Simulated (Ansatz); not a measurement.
I need a ladder of basis sets of F2H2Sn, SMILES [F][SnH2][F]. Use Ansatz 0.2.0, Python API. Level of theory (for the species named): Hartree-Fock, def2-SVP basis, multiplicity 1. The script varies basis: def2-SVP, def2-SVPD, def2-TZVP, def2-TZVPP.

The script reads `f2h2sn.xyz`:
```text
5

F    -0.34000   -0.39880    1.85540
Sn    0.02280   -0.02670   -0.02650
F    -1.31640    1.20210   -0.78730
H     0.05770   -1.52450   -0.91210
H     1.62590    0.67420   -0.17080
```

Script `run_basis.py`:
```python
"""Basis-set convergence for F2H2Sn."""

import warnings

import ansatz


def main() -> None:
    warnings.simplefilter("ignore", ansatz.DeckWarning)

    mol = ansatz.Crystal.molecule_from_extxyz("f2h2sn.xyz")

    calc = mol.calculation().functional("hf")

    energies = {}
    for basis in ["def2-SVP", "def2-SVPD", "def2-TZVP", "def2-TZVPP"]:
        summary = calc.basis(gaussian=basis).run().report
        size = summary["n_frozen"] + summary["n_occupied"][0] + summary["n_virtual"][0]
        energies[basis] = (summary["reference_energy_ev"] / 27.211386246, summary["free_energy_ev"] / 27.211386246)
        print(f"{basis:14s} {size:4d} orbitals  reference {energies[basis][0]:14.6f} Ha  total {energies[basis][1]:14.6f} Ha")

    last = energies["def2-TZVPP"][1]
    for basis, (_, total) in energies.items():
        print(f"{basis:14s} lies {27.211386 * (total - last):9.4f} eV above def2-TZVPP")


if __name__ == "__main__":
    main()
```

```console
$ python run_basis.py
def2-SVP         64 orbitals  reference    -413.246213 Ha  total    -413.246213 Ha
def2-SVPD        94 orbitals  reference    -413.269553 Ha  total    -413.269553 Ha
def2-TZVP       124 orbitals  reference    -413.519301 Ha  total    -413.519301 Ha
def2-TZVPP      140 orbitals  reference    -413.519861 Ha  total    -413.519861 Ha
def2-SVP       lies    7.4463 eV above def2-TZVPP
def2-SVPD      lies    6.8112 eV above def2-TZVPP
def2-TZVP      lies    0.0152 eV above def2-TZVPP
def2-TZVPP     lies    0.0000 eV above def2-TZVPP
```

Against def2-SVP: def2-SVPD -23.3 mHa, def2-TZVP -273.1 mHa and def2-TZVPP -273.6 mHa. The last step alone is -0.56 mHa (these two sets differ little on atoms other than hydrogen). From the first set to the last the time grows from 0.6 to 2.2 s.

Reading the output:
- The drop along the ladder measures the basis error, and is no property of the molecule.
- The geometry is a force-field or estimated start, not a minimum of this method, and the last set is no limit. Much of the fall in a total is atomic energy, which cancels in bond and reaction energies.
- def2 sets replace the cores of elements past krypton by effective core potentials.
- Run time: 6 s on 1 thread of Arm Neoverse V1, with other jobs on the host, peak memory 0.29 GiB.
